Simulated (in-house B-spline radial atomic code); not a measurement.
# Au⁺: binding energies from hole states

Aim: binding energies of the shells of Au⁺, from runs with electrons taken out, set against the orbital energies of the parent.

Program: in-house B-spline radial atomic code version 1. Level of theory: Dirac-Hartree-Fock, average of configuration, Fermi nucleus, basis-set limit. These are calculated values, not measurements, unless marked.

### 1 What is computed

- element: gold (Z = 79)
- charge: +1
- electrons: 78
- configuration: [Xe] 4f14 5d10
- Hamiltonian: Dirac-Coulomb
- nucleus: Fermi, rms radius 5.437 fm

The outer shells:

[Xe] 4f14 5d10
```
[Xe] core
4f [↑↓][↑↓][↑↓][↑↓][↑↓][↑↓][↑↓]
5d [↑↓][↑↓][↑↓][↑↓][↑↓]
```

The run's settings:

```ini
Z = 79
electrons = 78.0
configuration = [Xe] 4f14 5d10
hamiltonian = dirac
method = hf
spin_polarised = False
nucleus = fermi
rms_radius = 5.4371
mass_number = 197
atomic_mass = 196.966570103
speed_of_light = 137.035999084
```

The reference is known from an earlier run: -19035.275687 hartree in all. Up to eight levels, counted from the top:

```csv
orbital,occupation,energy (eV),<r> (bohr)
4d5/2,6,-366.83,0.4620
5s1/2,2,-135.83,0.9440
4f5/2,6,-113.64,0.4923
4f7/2,8,-109.63,0.4990
5p1/2,2,-95.288,1.020
5p3/2,4,-78.182,1.113
5d3/2,4,-21.906,1.511
5d5/2,6,-20.145,1.581
```

### 2 The 1s hole

The run's settings:

```ini
Z = 79
electrons = 77.0
configuration = 1s1 2s2 2p6 3s2 3p6 3d10 4s2 4p6 4d10 4f14 5s2 5p6 5d10
hamiltonian = dirac
method = hf
spin_polarised = False
nucleus = fermi
rms_radius = 5.4371
mass_number = 197
atomic_mass = 196.966570103
speed_of_light = 137.035999084
```

### 3 The 2s hole

Settings: those of step 2 with these lines changed.

```diff
@@ -2,3 +2,3 @@
 electrons = 77.0
-configuration = 1s1 2s2 2p6 3s2 3p6 3d10 4s2 4p6 4d10 4f14 5s2 5p6 5d10
+configuration = 1s2 2s1 2p6 3s2 3p6 3d10 4s2 4p6 4d10 4f14 5s2 5p6 5d10
 hamiltonian = dirac
```

### 4 The 2p1/2 hole

In configurations, a minus sign after the shell means j = l − 1/2 and a plus sign j = l + 1/2; the count of electrons follows.

Settings: those of step 3 with these lines changed.

```diff
@@ -2,3 +2,3 @@
 electrons = 77.0
-configuration = 1s2 2s1 2p6 3s2 3p6 3d10 4s2 4p6 4d10 4f14 5s2 5p6 5d10
+configuration = 1s2 2s2 2p-1 2p+4 3s2 3p6 3d10 4s2 4p6 4d10 4f14 5s2 5p6 5d10
 hamiltonian = dirac
```

### 5 The 2p3/2 hole

Settings: those of step 4 with these lines changed.

```diff
@@ -2,3 +2,3 @@
 electrons = 77.0
-configuration = 1s2 2s2 2p-1 2p+4 3s2 3p6 3d10 4s2 4p6 4d10 4f14 5s2 5p6 5d10
+configuration = 1s2 2s2 2p-2 2p+3 3s2 3p6 3d10 4s2 4p6 4d10 4f14 5s2 5p6 5d10
 hamiltonian = dirac
```

### 6 The 3s hole

Settings: those of step 5 with these lines changed.

```diff
@@ -2,3 +2,3 @@
 electrons = 77.0
-configuration = 1s2 2s2 2p-2 2p+3 3s2 3p6 3d10 4s2 4p6 4d10 4f14 5s2 5p6 5d10
+configuration = 1s2 2s2 2p6 3s1 3p6 3d10 4s2 4p6 4d10 4f14 5s2 5p6 5d10
 hamiltonian = dirac
```

### 7 The 3p1/2 hole

Settings: those of step 6 with these lines changed.

```diff
@@ -2,3 +2,3 @@
 electrons = 77.0
-configuration = 1s2 2s2 2p6 3s1 3p6 3d10 4s2 4p6 4d10 4f14 5s2 5p6 5d10
+configuration = 1s2 2s2 2p6 3s2 3p-1 3p+4 3d10 4s2 4p6 4d10 4f14 5s2 5p6 5d10
 hamiltonian = dirac
```

### 8 The 3p3/2 hole

Settings: those of step 7 with these lines changed.

```diff
@@ -2,3 +2,3 @@
 electrons = 77.0
-configuration = 1s2 2s2 2p6 3s2 3p-1 3p+4 3d10 4s2 4p6 4d10 4f14 5s2 5p6 5d10
+configuration = 1s2 2s2 2p6 3s2 3p-2 3p+3 3d10 4s2 4p6 4d10 4f14 5s2 5p6 5d10
 hamiltonian = dirac
```

Before running: What does each hole state cost in eV, and how does that compare with the orbital energies or single holes?

As calculated:

| hole | ΔSCF (eV) | with Breit, QED, recoil (eV) | −ε of the parent (eV) | −ε less ΔSCF (eV) |
| --- | --- | --- | --- | --- |
| 1s | 81171.0 | 80735.7 | 81265.0 | 94.04 |
| 2s | 14432.8 | 14377.4 | 14489.9 | 57.06 |
| 2p1/2 | 13804.7 | 13750.1 | 13866.6 | 61.89 |
| 2p3/2 | 11969.6 | 11935.3 | 12027.8 | 58.13 |
| 3s | 3461.15 | 3449.83 | 3493.82 | 32.67 |
| 3p1/2 | 3181.31 | 3170.74 | 3215.18 | 33.86 |
| 3p3/2 | 2772.05 | 2765.83 | 2803.85 | 31.80 |

What this shows: Koopmans' values overshoot, as they freeze the orbitals; relaxation lowers the cost by 94.0 eV for 1s and 31.80 eV for 3p3/2. The difference of the 1s and 2p3/2 holes gives a Kα1 line at 68800.4 eV for this charge state (with Breit, QED and recoil). The spin-orbit splitting of the 2p hole is 1814.78 eV with those corrections. Values are for the free ion, measured from the vacuum level.
